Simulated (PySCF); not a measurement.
# C3H9Tl: the cost of one run

Computed with PySCF 2.14.0 and routines of our own; the level stands in each step. Atoms count from 0.

5 further runs of the same task are left out: 3 for a basis unfit for spin-orbit shieldings, 2 for a known fault of the program.

## 1. The starting structure

13 atoms, charge 0, multiplicity 1; geometry from: GFN2-xTB.

## 2. Optimising the geometry at PBE0-D3(BJ)/def2-SVP

The job: settings as JSON, then the geometry in Å.

```
{"job": {"xc": "PBE0", "basis": "def2-SVP", "d3": "d3bj", "grid": 1, "maxiter": 30, "shake": 0.01, "kind": "geom"}, "charge": 0, "multiplicity": 1}
C     -0.461970     2.254070    -0.149210
Tl    -0.004720    -0.004530     0.023840
C      2.201800    -0.718640     0.144690
C     -1.707060    -1.556830     0.009150
H     -0.407830     2.571230    -1.206290
H      0.217760     2.873920     0.422110
H     -1.478050     2.492950     0.192130
H      2.430050    -1.146130     1.125000
H      2.906960     0.113940     0.018280
H      2.406930    -1.477520    -0.590520
H     -2.652640    -1.131380     0.439880
H     -1.937540    -1.850770    -1.007810
H     -1.507850    -2.437200     0.568420
```

The run is started by

```sh
$ OMP_NUM_THREADS=1 python heavy_run.py task.json out
```

The driver reads the jobs from task.json and runs them one after another.

Q: Estimate the wall time and peak memory of this first job on 1 thread of Arm Neoverse V2, shared host.

About 25 s, with a peak of 0.49 GiB.
